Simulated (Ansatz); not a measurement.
Crystal: CsLiCr2Te2S3.

```xyz
9
Lattice="3.6036 0.0000 0.0000 -1.8018 3.1208 0.0000 0.0000 0.0000 19.0665" Properties=species:S:1:pos:R:3 pbc="T T T"
Cs    0.0000    0.0000    7.1307
Li    1.8018    1.0403    0.3064
Cr    0.0000    0.0000   16.5187
Cr    0.0000    2.0805    3.2095
Te    0.0000    2.0805   10.2751
Te    1.8018    1.0403   14.7338
S     0.0000    0.0000    1.9124
S     0.0000    2.0805   17.7166
S     1.8018    1.0403    4.4631
```

The cell was built by a generator and needn't be a form met in nature.

- Program: Ansatz 0.2.0
- Task: relaxation of cell and atoms
- Functional: PBEsol
- Dispersion: D3(BJ)
- Potentials or basis: Ansatz PAW
- Cutoff: 420 eV (not typed: the program's choice for these potentials)
- k mesh: 6 × 6 × 1
- Occupations: fermi-dirac, width 0.05 eV
- Spin: collinear spin, ferromagnetic start
- Starting moments: [0.0, 0.0, 3.0, 3.0, 0.0, 0.0, 0.0, 0.0, 0.0] μB

At the start: volume 23.82 Å³/atom.

Problem. Where does the relaxation end?

Solution. It ends after 27 steps and the volume is 21.02 Å³/atom (-11.8 %); space group P3m1 (No. 156, to 0.05 Å); moment 5.85 μB per cell.

Step by step:
| step | energy change (eV) | largest force (eV/Å) | volume (Å³) |
| --- | --- | --- | --- |
| 1 | 0.0000 | 1.4881 | 214.42 |
| 2 | -0.0103 | 0.6772 | 212.91 |
| 3 | -0.1286 | 0.6307 | 206.91 |
| 4 | -0.2790 | 1.8496 | 196.66 |
| 5 | -0.3506 | 0.6289 | 192.14 |
| 6 | -0.3786 | 0.4722 | 190.00 |
| 7 | -0.3794 | 1.3021 | 188.54 |
| 8 | -0.3863 | 0.2943 | 189.48 |
| 9 | -0.3872 | 0.2324 | 189.55 |
| 10 | -0.3881 | 0.1839 | 189.65 |
| 11 | -0.3890 | 0.2062 | 189.68 |
| 12 | -0.3904 | 0.1786 | 189.75 |
| 13 | -0.3912 | 0.1621 | 189.81 |
| 14 | -0.3918 | 0.3065 | 189.64 |
| 15 | -0.3922 | 0.1076 | 189.81 |
| 16 | -0.3930 | 0.0878 | 189.93 |
| 17 | -0.3934 | 0.1040 | 189.84 |
| 18 | -0.3939 | 0.1112 | 189.60 |
| 19 | -0.3942 | 0.0443 | 189.38 |
| 20 | -0.3943 | 0.0259 | 189.26 |
| 21 | -0.3944 | 0.0152 | 189.09 |
| 22 | -0.3944 | 0.0169 | 189.11 |
| 23 | -0.3944 | 0.0159 | 189.17 |
| 24 | -0.3945 | 0.0103 | 189.19 |
| 25 | -0.3945 | 0.0118 | 189.13 |
| 26 | -0.3945 | 0.0040 | 189.15 |
| 27 | -0.3917 | 0.0037 | 189.15 |

Final structure:
```yaml
crystal:
  lattice:
    - [3.52075, 0.00000, 0.00000]
    - [-1.76037, 3.04906, 0.00000]
    - [0.00000, 0.00000, 17.61988]
  atoms:
    - { symbol: Cs, position: [0.00000, 0.00000, 0.38835] }
    - { symbol: Li, position: [0.66667, 0.33333, 0.02064] }
    - { symbol: Cr, position: [0.00000, 0.00000, 0.85019] }
    - { symbol: Cr, position: [0.33333, 0.66667, 0.17381] }
    - { symbol: Te, position: [0.33333, 0.66667, 0.56111] }
    - { symbol: Te, position: [0.66667, 0.33333, 0.74270] }
    - { symbol: S, position: [0.00000, 0.00000, 0.10084] }
    - { symbol: S, position: [0.33333, 0.66667, 0.91918] }
    - { symbol: S, position: [0.66667, 0.33333, 0.24319] }
```

Caveat: the plane-wave basis is chosen anew once the cell has moved, so the energies of steps on either side of that aren't comparable; only a ferromagnetic start was run, and an antiferromagnetic order may lie lower in energy; pairwise dispersion overbinds metals, which lowers pressure and volume; the PAW data sets come from PBE, with cores solved anew for the run's functional, which leaves a small shift of forces and pressure.
